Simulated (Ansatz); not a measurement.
**C2H7B2Cl: one species, many methods**

One table from this session's results is given with a row withheld; the runs are named, their logs left out.

Computed with Ansatz 0.2.0, Gaussian basis. Level: functionals in def2-TZVPP, the program's frozen cores in correlated methods.

The runs, in order: LDA (SPW92), PBE-D4, revPBE-D4, BLYP-D4, r2SCAN-D4, B97M-V, PBE0-D4, B3LYP-D4, r2SCANh-D4, r2SCAN0-D4, HSE06-D4, BHLYP-D4, CAM-B3LYP-D4, LC-ωPBE, ωB97X-V, ωB97M-V, B2PLYP, PBE-QIDH; CCSD(T)/def2-SVP; CCSD(T)/def2-TZVPP; MP2/def2-QZVPP; extrapolation to the limit; RPA on PBE.

### The relaxed structure

All runs share one geometry, relaxed beforehand with PBE0-D4 in a triple-zeta def2 set.

12 atoms, charge 0, spin multiplicity 1.

Atoms are counted from 1 here; the program's logs count them from 0.

Bond lengths: B1–B2 1.658 Å, B1–H6 1.199 Å, B1–H7 1.200 Å, B2–C3 1.566 Å, B2–C4 1.570 Å, C3–H8 1.092 Å, C3–H9 1.100 Å, C3–H10 1.093 Å, C4–Cl5 1.802 Å, C4–H11 1.094 Å, C4–H12 1.093 Å. Angles: B2–B1–H6 122.4°, B2–B1–H7 121.5°, H6–B1–H7 116.0°, B1–B2–C3 127.1°, B1–B2–C4 114.3°, C3–B2–C4 118.5°, B2–C3–H8 114.0°, B2–C3–H9 106.0°, B2–C3–H10 114.6°, H8–C3–H9 105.7°, H8–C3–H10 109.2°, H9–C3–H10 106.7°, B2–C4–Cl5 112.0°, B2–C4–H11 110.8°, B2–C4–H12 112.8°, Cl5–C4–H11 106.9°, Cl5–C4–H12 107.1°, H11–C4–H12 107.0°.

Coordinates:

```xyz
12
charge 0, multiplicity 1
B     0.0669    1.7184   -0.1522
B     0.1197    0.0704    0.0181
C     1.2615   -0.7754    0.6764
C    -1.1519   -0.6763   -0.5198
Cl   -2.4125    0.4726   -1.1016
H    -0.3531    2.4407    0.7080
H     0.4545    2.2588   -1.1509
H     2.2615   -0.3612    0.5300
H     1.0797   -0.7372    1.7606
H     1.2656   -1.8321    0.3953
H    -0.8949   -1.3211   -1.3655
H    -1.6200   -1.3128    0.2357
```

The first run:

Contents of in.yaml:

```yaml
crystal:
  periodic: [false, false, false]
  atoms:
    - {symbol: B, position_ang: [0.066850, 1.718414, -0.152240]}
    - {symbol: B, position_ang: [0.119715, 0.070401, 0.018075]}
    - {symbol: C, position_ang: [1.261547, -0.775383, 0.676440]}
    - {symbol: C, position_ang: [-1.151870, -0.676325, -0.519765]}
    - {symbol: Cl, position_ang: [-2.412472, 0.472557, -1.101642]}
    - {symbol: H, position_ang: [-0.353128, 2.440703, 0.708042]}
    - {symbol: H, position_ang: [0.454480, 2.258832, -1.150863]}
    - {symbol: H, position_ang: [2.261535, -0.361183, 0.529953]}
    - {symbol: H, position_ang: [1.079724, -0.737236, 1.760649]}
    - {symbol: H, position_ang: [1.265563, -1.832084, 0.395279]}
    - {symbol: H, position_ang: [-0.894899, -1.321132, -1.365538]}
    - {symbol: H, position_ang: [-1.620046, -1.312767, 0.235709]}
basis:
  gaussian: {orbitals: def2-TZVPP}
hamiltonian: {xc: lda}
output: {orbitals: {seedname: orbitals}}
```

Among the steps run: LDA; PBE-D4 (GGA); revPBE-D4 (GGA); BLYP-D4 (GGA); r2SCAN-D4 (meta-GGA); B97M-V (meta-GGA); PBE0-D4 (hybrid); B3LYP-D4 (hybrid); r2SCANh-D4 (hybrid); r2SCAN0-D4 (hybrid); HSE06-D4 (hybrid); BHLYP-D4 (hybrid); CAM-B3LYP-D4 (range-separated); LC-ωPBE (range-separated); ωB97X-V (range-separated); ωB97M-V (range-separated); B2PLYP (double hybrid); PBE-QIDH (double hybrid).

One of the session's tables, all rows but one given; the rest of the session is left out.

It belongs to the step «Frontier levels by functional». 

```
  functional  HOMO (eV)  gap (eV)
 LDA (SPW92)      -6.69      3.94
      PBE-D4      -6.61      4.18
   revPBE-D4      -6.57      4.27
     BLYP-D4      -6.52      4.28
   r2SCAN-D4      -6.88      4.85
      B97M-V      -6.97      4.84
     PBE0-D4      -7.95      6.55
    B3LYP-D4      -7.75      6.15
  r2SCANh-D4      -7.38      5.70
  r2SCAN0-D4      -8.12      6.95
    HSE06-D4      -7.54      5.76
    BHLYP-D4      -9.24      8.92
CAM-B3LYP-D4      -9.38      9.10
     LC-ωPBE          ?         ?
     ωB97X-V     -10.39     11.20
     ωB97M-V     -10.23     10.75
```

Estimate the missing values for LC-ωPBE.

The run gave: HOMO (eV): -10.75; gap (eV): 11.68. In the column «HOMO (eV)» it is the lowest.
